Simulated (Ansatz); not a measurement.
NiCl6, a slab with vacuum:

```
Ni Cl
1.0
     5.03687   -6.47170    0.00000
     5.03687    6.47170    0.00000
     0.00000    0.00000   45.24816
Ni Cl
1 6
Cartesian
  0.0000 0.0000 0.0000
  8.5897 -1.5068 0.0000
  1.4840 1.5068 0.0000
  8.5897 1.5068 0.0000
  1.4840 -1.5068 0.0000
  0.0000 0.0000 33.9374
  0.0000 0.0000 11.3108
```

* Program: Ansatz 0.2.0
* Task: single point
* Functional: PBE
* Potentials or basis: Ansatz PAW
* Cutoff: 420 eV (not typed: the program's choice for these potentials)
* k mesh: 4 × 4 × 1
* Occupations: fermi-dirac, width 0.05 eV
* Spin: collinear spin, ferromagnetic start
* Starting moments: [1.0, 0.0, 0.0, 0.0, 0.0, 0.0, 0.0] μB

On this cell: largest force 0.103 eV/Å; net moment 0.11 μB per cell; site moments Ni +0.74; Cl +0.21, -0.97 μB; band gap on the k mesh not listed.

The same run follows on a disturbed copy (atoms moved at random, drawn with an rms of 0.05 Å):

```
Ni Cl
1.0
     5.03687   -6.47170    0.00000
     5.03687    6.47170    0.00000
     0.00000    0.00000   45.24816
Ni Cl
1 6
Direct
  0.00193 0.00185 0.99983
  0.97101 0.73849 0.99911
  0.03037 0.26666 0.99949
  0.73216 0.96211 0.99957
  0.27305 0.03590 0.00103
  0.99266 0.00030 0.74909
  0.00404 0.00397 0.25064
```

Q: What changes?

A: The energy moves by +2.6 meV/atom; largest force 0.507 eV/Å; net moment 2.05 μB per cell; site moments Ni +0.76; Cl +0.22, +0.21, +0.20, +0.97, -0.97 μB; band gap on the k mesh none (metal or under the smearing width).

Forces in eV/Å, atoms in the order of the input:
```
Ni   0.159 -0.009  0.008
Cl   0.032  0.004  0.007
Cl  -0.129 -0.171  0.009
Cl   0.269 -0.209 -0.005
Cl  -0.331  0.384 -0.020
Cl   0.000  0.000  0.001
Cl   0.000  0.000 -0.001
```

Caveats: semilocal functionals often make such compounds metallic where correlation or magnetic order opens a gap, which also shifts bond lengths (some runs).
